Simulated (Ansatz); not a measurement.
# Ga2Te4Pb (element-swapped structure): how the settings move a single-point run

How sensitive is a single-point run of Ga2Te4Pb (element-swapped structure) to its settings? A reference run comes first, then four runs with altered input.

Method: reference: DFT LDA, plane waves, PAW, scalar-relativistic, no spin polarisation, in Ansatz 0.2.0.

## (1) Starting point

The structure is tetragonal, space group I-4 (No. 82). The conventional cell has a = 6.173 Å, b = 6.173 Å, c = 11.965 Å, α = 90.00°, β = 90.00°, γ = 90.00°. Pb (site symmetry -4) is surrounded by 4 Te at 2.82 Å. Around Ga (site symmetry -4) lie 4 Te at 2.62 Å. Ga (site symmetry -4) is surrounded by 4 Te at 2.61 Å. Te (site symmetry 1) is surrounded by 2 Ga at 2.61 to 2.62 Å and 1 Pb at 2.82 Å.

Structure file:

```cif
data_structure
_symmetry_space_group_name_H-M 'I-4'
_symmetry_Int_Tables_number 82
_cell_length_a 6.1732
_cell_length_b 6.1732
_cell_length_c 11.9654
_cell_angle_alpha 90.000
_cell_angle_beta 90.000
_cell_angle_gamma 90.000
_cell_volume 455.98
loop_
_atom_site_label
_atom_site_type_symbol
_atom_site_symmetry_multiplicity
_atom_site_Wyckoff_symbol
_atom_site_fract_x
_atom_site_fract_y
_atom_site_fract_z
_atom_site_occupancy
Pb1 Pb 2 a 0.00000 0.00000 0.00000 1
Ga1 Ga 2 d 0.50000 0.00000 0.25000 1
Ga2 Ga 2 b 0.50000 0.50000 0.00000 1
Te1 Te 8 g 0.23000 0.76000 0.36500 1
```

## (2) Reference

The input, input.yaml:

```yaml
crystal:
  lattice:
    - [0.0, 6.17319, 0.0]
    - [6.17319, 0.0, 0.0]
    - [3.086595, 3.086595, -5.982716]
  atoms:
    - { symbol: Pb, position: [0.0, 0.0, 0.0] }
    - { symbol: Ga, position: [0.75, 0.25, 0.5] }
    - { symbol: Ga, position: [0.5, 0.5, 0.0] }
    - { symbol: Te, position: [0.395, 0.405, 0.73] }
    - { symbol: Te, position: [0.595, 0.125, 0.27] }
    - { symbol: Te, position: [0.875, 0.865, 0.73] }
    - { symbol: Te, position: [0.135, 0.605, 0.27] }
  symmetry: { tolerance: 0.0003 }
kpoints:
  mp_grid: { grid: [4, 4, 4], shift: [0, 0, 0] }
magnetization:
  spin_polarized: false
scf:
  occupations: { method: fermi_dirac, width: 0.0103 }
hamiltonian:
  pseudopotentials: { kind: paw }
  xc: lda
basis:
  ecutwfc: 420
output:
  forces: true
  stress: true
  eigenvalues: true
  write_density: true
  write_potential: true
  elf: true
  volumetric_format: npy
```

Launch:

```bash
$ ansatz run input.yaml --threads 1 --pin off --max-ram 2560MiB --backend cpu --events-out ev --progress --plain --runs-dir out
```

## (3) Changed: lower_state_search standard

Edit input.yaml of step 2 so:

```diff
@@ -20,2 +20,3 @@
   occupations: { method: fermi_dirac, width: 0.0103 }
+  lower_state_search: standard
 hamiltonian:
@@ -29,5 +30 @@
   eigenvalues: true
-  write_density: true
-  write_potential: true
-  elf: true
-  volumetric_format: npy
```

## (4) Changing settings: occupations.width 0.001

Edit input.yaml of step 2 so:

```diff
@@ -19,3 +19,3 @@
 scf:
-  occupations: { method: fermi_dirac, width: 0.0103 }
+  occupations: { method: fermi_dirac, width: 0.001 }
 hamiltonian:
@@ -29,5 +29 @@
   eigenvalues: true
-  write_density: true
-  write_potential: true
-  elf: true
-  volumetric_format: npy
```

## (5) Changed: mixing.algorithm msr1, mixing.beta 0.2, accuracy low

Edit input.yaml of step 2 so:

```diff
@@ -20,2 +20,3 @@
   occupations: { method: fermi_dirac, width: 0.0103 }
+  mixing: { algorithm: msr1, beta: 0.2 }
 hamiltonian:
@@ -29,5 +30,2 @@
   eigenvalues: true
-  write_density: true
-  write_potential: true
-  elf: true
-  volumetric_format: npy
+accuracy: low
```

## (6) A further run, with the input changed

Edit input.yaml of step 2 so:

```diff
@@ -2,5 +2,5 @@
   lattice:
-    - [0.0, 6.17319, 0.0]
-    - [6.17319, 0.0, 0.0]
-    - [3.086595, 3.086595, -5.982716]
+    - [0.0, 3.26671016, 0.0]
+    - [3.26671016, 0.0, 0.0]
+    - [1.63335508, 1.63335508, -3.1659157]
   atoms:
@@ -20,2 +20,3 @@
   occupations: { method: fermi_dirac, width: 0.0103 }
+  max_iter: 50
 hamiltonian:
@@ -29,5 +30 @@
   eigenvalues: true
-  write_density: true
-  write_potential: true
-  elf: true
-  volumetric_format: npy
```

(Steps that only read results are left out.)

**Question.** What will these runs give? Wanted: for each run, ending; energy change; pressure; gap; force.

As calculated:

```tsv
run	ending	energy change	pressure (GPa)	gap (eV)	force (eV/Å)	cycles	time
reference	converged	0	3.7	0.00	1.58	8	25 s
1: lower_state_search standard	converged	0.0 meV/atom	3.7	0.00	1.58	8	18 s
2: occupations.width 0.001	converged	0.0 meV/atom (σ→0)	3.7	0.00	1.58	12	22 s
3: mixing.algorithm msr1, mixing.beta 0.2, accuracy low	converged	0.0 meV/atom	3.7	0.00	1.58	8	22 s
4: structure	converged	+88.60 eV/atom	5175.3	0.00	140.95	13	22 s
```

Times don't compare one to one where runs were asked for different outputs or read a saved state (see the inputs); cycles may leave out searches for a lower state.

Residual by cycle in the longest SCF loop of each run; runs are numbered as in the table. The quantity is the density residual dr2, in eV.

```tsv
cycle	reference	run 1	run 2	run 3	run 4
1	0.0326	0.0326	0.0323	0.0326	2.9e3
2	0.00686	0.00686	0.019	0.0201	1.6e3
3	0.00215	0.00215	0.00943	0.00274	87.6
4	4.1e-4	4.1e-4	0.00686	6.4e-4	32.6
5	4.9e-5	4.9e-5	0.00511	9.1e-5	2.87
6	7.3e-6	7.3e-6	0.00136	1.5e-5	0.13
8	3.6e-8	3.6e-8	6.8e-5	9.3e-8	0.00185
9	-	-	2.3e-5	-	7.8e-5
10	-	-	2.5e-6	-	1.1e-5
11	-	-	3.1e-7	-	1.7e-6
12	-	-	3.1e-8	-	1.1e-7
13	-	-	-	-	1.5e-8
```

**Reading.** Of the converged runs whose energies compare with the reference's, none moves it noticeably. Semilocal functionals close small gaps, so the missing gap need not be the real solid's.

Caveats on the reference run: the cell is far from equilibrium (4 GPa, forces up to 1.6 eV/Å), so its values aren't those of the relaxed material; the structure is made up and not relaxed.
